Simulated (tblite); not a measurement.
# CH8AsSSi2: the cost of one run

Programs: tblite 0.8.0 and PySCF 2.14.0, with density-fitted response routines of our own. Each step states its level of theory. These are calculated values for one molecule in the gas phase, unless marked as measured. Atoms are numbered from 0 throughout.

### Step 1. The starting structure

13 atoms, charge 0, multiplicity 2; geometry from: force field or distance geometry start.

Bonds of the start (Å): C0–S1 1.79, S1–Si2 2.16, Si2–Si3 2.22, Si2–As4 2.33, C0–H5 1.10, C0–H6 1.11, Si2–H7 1.47, Si3–H8 1.49, Si3–H9 1.48, Si3–H10 1.47, As4–H11 1.57, As4–H12 1.57.

### Step 2. Relaxing the molecule with GFN2-xTB

The job: settings as JSON, then the geometry in Å.

```
{"job": {"kind": "relax", "xc": "GFN2-xTB", "basis": "xTB"}, "charge": 0, "multiplicity": 2}
C     -1.904400     1.590700    -0.494600
S     -0.366300     1.391300    -1.396300
Si     0.742400    -0.285500    -0.614000
Si    -0.581000    -1.825600     0.280100
As     2.310600     0.394400     0.965200
H     -1.977200     2.509900     0.103200
H     -2.795800     1.436200    -1.143100
H      1.505800    -0.945800    -1.684900
H      0.046800    -3.169500     0.143900
H     -0.675500    -1.542200     1.725300
H     -1.934200    -1.784400    -0.283800
H      3.735000     0.419500     0.306100
H      1.889400     1.811400     1.491500
```

Launch:

```
OMP_NUM_THREADS=1 python probes_run.py task.json out
```

One launch serves the whole session: the jobs run in the order shown.

Q: Estimate the wall time of this first job on 1 thread of Arm Neoverse V2, shared host.

About 1.1 s.
